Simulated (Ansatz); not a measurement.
# AsH5OSi: the cost of one run

Method: RKS PBE/def2-SVP, in Ansatz 0.2.0.

### 1 The system as given

Bond lengths: O1–As2 1.811 Å, As2–Si3 2.329 Å, O1–H4 0.958 Å, As2–H5 1.517 Å, Si3–H6 1.469 Å, Si3–H7 1.465 Å, Si3–H8 1.469 Å. Angles: O1–As2–Si3 93.2°, O1–As2–H5 96.6°, Si3–As2–H5 91.6°, As2–O1–H4 111.2°, As2–Si3–H6 110.2°, As2–Si3–H7 113.2°, As2–Si3–H8 109.7°, H6–Si3–H7 108.0°, H6–Si3–H8 107.7°, H7–Si3–H8 107.8°.

As a file:

```xyz
8

O    -1.2965    0.2843   -1.3486
As   -0.5325    1.2032    0.0114
Si    0.6083   -0.6665    0.8045
H    -2.0365    0.7660   -1.7189
H     0.6863    1.6723   -0.7598
H     1.6353   -0.2614    1.7743
H     1.2645   -1.4346   -0.2570
H    -0.3288   -1.5633    1.4941
```

### 2 End point A

input.yaml

```yaml
crystal:
  periodic: [false, false, false]
  atoms:
    - { symbol: O, position_ang: [-1.2965, 0.28425, -1.34861] }
    - { symbol: As, position_ang: [-0.53252, 1.20325, 0.01143] }
    - { symbol: Si, position_ang: [0.60827, -0.66646, 0.80451] }
    - { symbol: H, position_ang: [-2.0365, 0.76601, -1.71894] }
    - { symbol: H, position_ang: [0.68629, 1.67228, -0.75982] }
    - { symbol: H, position_ang: [1.6353, -0.26143, 1.77431] }
    - { symbol: H, position_ang: [1.26447, -1.43457, -0.25701] }
    - { symbol: H, position_ang: [-0.3288, -1.56332, 1.49413] }
basis:
  gaussian: { orbitals: def2-SVP }
hamiltonian:
  xc: pbe
relax:
  f_tol: 0.02
  max_steps: 50
```

Started as:

```sh
ansatz run input.yaml --threads 2 --pin off --max-ram 3072MiB --backend cpu --events-out ev --progress --plain --runs-dir out
```

What time and memory should one allow on 2 threads of AMD EPYC 9R45 (Zen 5), shared host?

About 4.7 s, with a peak of 0.14 GiB.
